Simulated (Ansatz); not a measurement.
# GaBH3ClO (SMILES O[B](Cl)[GaH2]) at BCCD(T)/6-31G(d) (spherical functions)

What is the energy change on altering one bond length of GaBH3ClO at BCCD(T)/6-31G* (spherical functions)? 

The results are computed with Ansatz 0.2.0.

127 further runs of the same task are left out: 127 set aside as unsound or not needed.

### 1 The system as given

The species is GaBH3ClO (7 atoms), meant as a singlet with charge 0. As SMILES, `O[B](Cl)[GaH2]`. Geometry: relaxed at PBE0-D4/def2-TZVP. This is one conformer, not always the lowest.

Bond lengths: O1–B2 1.344 Å, B2–Cl3 1.789 Å, B2–Ga4 2.095 Å, O1–H5 0.965 Å, Ga4–H6 1.572 Å, Ga4–H7 1.572 Å. Angles: O1–B2–Cl3 118.4°, O1–B2–Ga4 123.4°, Cl3–B2–Ga4 118.3°, B2–O1–H5 114.1°, B2–Ga4–H6 121.3°, B2–Ga4–H7 121.3°, H6–Ga4–H7 117.4°.

### 2 The energy at BCCD(T)/6-31G(d) (spherical functions)

The input, molecule.yaml:

```yaml
crystal:
  periodic: [false, false, false]
  atoms:
    - {symbol: O, position_ang: [-0.845500, -1.229100, 0.927100]}
    - {symbol: B, position_ang: [-0.031900, -0.664900, 0.017900]}
    - {symbol: Cl, position_ang: [0.899000, -1.736200, -1.070500]}
    - {symbol: Ga, position_ang: [0.202400, 1.406200, -0.190800]}
    - {symbol: H, position_ang: [-0.850900, -2.194300, 0.905900]}
    - {symbol: H, position_ang: [-0.691300, 2.232500, -1.186100]}
    - {symbol: H, position_ang: [1.318000, 2.185900, 0.596500]}
basis:
  gaussian:
    orbitals: 6-31G_st_-spherical.json
correlation:
  method: bccd_t
  frozen_orbitals: {B: 1, Cl: 5, Ga: 9, H: 0, O: 1}
accuracy: high
scf:
  omitted_lower_state_checks: [cluster_reference, increment]
```

The basis set 6-31G* is read from a file made from the Basis Set Exchange's data (not shown).

Launch:

```
$ ansatz run molecule.yaml --threads 1 --pin off --max-ram 3480MiB --events-out events.jsonl --progress --plain --runs-dir runs
```

The log of the run, cut to the lines that bear on the results:

```text
Warning: RAYON_NUM_THREADS=1 ignored (pool sized by the plan → 1); use --threads N
Functional definition: HF
  name "HF"
[...]
1791 factors; integrals over basis functions are off by at most 1.5e-8 eV
[...]
mean field -67587.66470107 eV, -2483.8008651996 hartree, gradient 1.6e-8 eV, S^2 0.000000; 0 other end points of the search recorded, 0 dependent functions left out
16 core orbitals not correlated: weight in the atoms' cores, before any rotation towards them, 1.000 or more for the frozen orbitals, at most 0.000 for the correlated occupied ones
reference -67587.66470107 eV, -2483.8008651996 hartree; 16, 16 occupied and 52, 52 virtual orbitals, 1791 factors
second order -16.78358762 eV of doubles, -0.00000000 eV of singles
cycle   1  -16.56371076 eV  change    2.2e-1 eV  update   1.1e-1
[...]
cycle  22  -17.18332640 eV  change    3.9e-9 eV  update   1.6e-9
perturbative correction -0.49676279 eV, -0.0182556960 hartree
Total energy: -67605.34479026 eV, -2484.4505964933 hartree
Checks for a lower state left out: cluster_reference, increment
```

It took 29 s on 1 thread of Arm Neoverse V1, shared host; peak memory 0.52 GiB.

### 3 The distorted shape

The input, in.yaml:

```yaml
crystal:
  periodic: [false, false, false]
  atoms:
    - symbol: O
      position_ang: [-1.124769, -0.907711, 1.253619]
    - symbol: B
      position_ang: [-0.311169, -0.343511, 0.344419]
    - symbol: Cl
      position_ang: [0.899000, -1.736200, -1.070500]
    - symbol: Ga
      position_ang: [-0.076869, 1.727589, 0.135719]
    - symbol: H
      position_ang: [-1.130169, -1.872911, 1.232419]
    - symbol: H
      position_ang: [-0.970569, 2.553889, -0.859581]
    - symbol: H
      position_ang: [1.038731, 2.507289, 0.923019]
basis:
  gaussian: {orbitals: 6-31G_st_-spherical.json}
correlation: {method: bccd_t, frozen_orbitals: {B: 1, Cl: 5, Ga: 9, H: 0, O: 1}}
accuracy: high
scf: {omitted_lower_state_checks: [cluster_reference, increment]}
```

The basis set 6-31G* is read from a file made from the Basis Set Exchange's data (not shown).

Launch:

```
$ ansatz run in.yaml --threads 1 --pin off --max-ram 3480MiB --events-out events.jsonl --progress --plain --runs-dir runs
```

The log of the run, cut to the lines that bear on the results:

```text
Warning: RAYON_NUM_THREADS=1 ignored (pool sized by the plan → 1); use --threads N
Functional definition: HF
  name "HF"
[...]
1787 factors; integrals over basis functions are off by at most 2.2e-8 eV
[...]
mean field -67586.47054181 eV, -2483.7569806566 hartree, gradient 1.0e-8 eV, S^2 0.000000; 0 other end points of the search recorded, 0 dependent functions left out
16 core orbitals not correlated: weight in the atoms' cores, before any rotation towards them, 1.000 or more for the frozen orbitals, at most 0.000 for the correlated occupied ones
reference -67586.47054181 eV, -2483.7569806566 hartree; 16, 16 occupied and 52, 52 virtual orbitals, 1787 factors
second order -16.65621841 eV of doubles, -0.00000000 eV of singles
cycle   1  -16.43033785 eV  change    2.3e-1 eV  update   1.2e-1
[...]
cycle  23  -17.09307879 eV  change   3.5e-10 eV  update   1.9e-9
perturbative correction -0.53381453 eV, -0.0196173222 hartree
Total energy: -67604.09743514 eV, -2484.4047570382 hartree
Checks for a lower state left out: cluster_reference, increment
```

Wall time 26 s (1 thread of Arm Neoverse V1, shared host); peak memory 0.52 GiB.

### 4 What came out

Level: BCCD(T)/6-31G* (spherical functions), 16 core orbitals frozen.

| quantity | value |
| --- | --- |
| first shape: total energy | -2484.45060 Eh |
| first shape: correlation energy (16 core orbitals frozen) | -649.7 mEh |
| first shape: (T) correction | -18.26 mEh |
| distorted shape: total energy | -2484.40476 Eh |
| distorted shape: correlation energy (16 core orbitals frozen) | -647.8 mEh |
| distorted shape: (T) correction | -19.62 mEh |
| energy change with the B2–Cl3 bond stretched from 1.789 to 2.325 Å | 1.247 eV |

What this shows: With the B2–Cl3 bond stretched from 1.789 to 2.325 Å the energy rises by 1.25 eV (120 kJ/mol). The first shape isn't relaxed at this level, so the change isn't measured from a minimum. The triples (first shape) make up 2.8 % of the correlation energy. The triples (distorted shape) make up 3.0 % of the correlation energy.
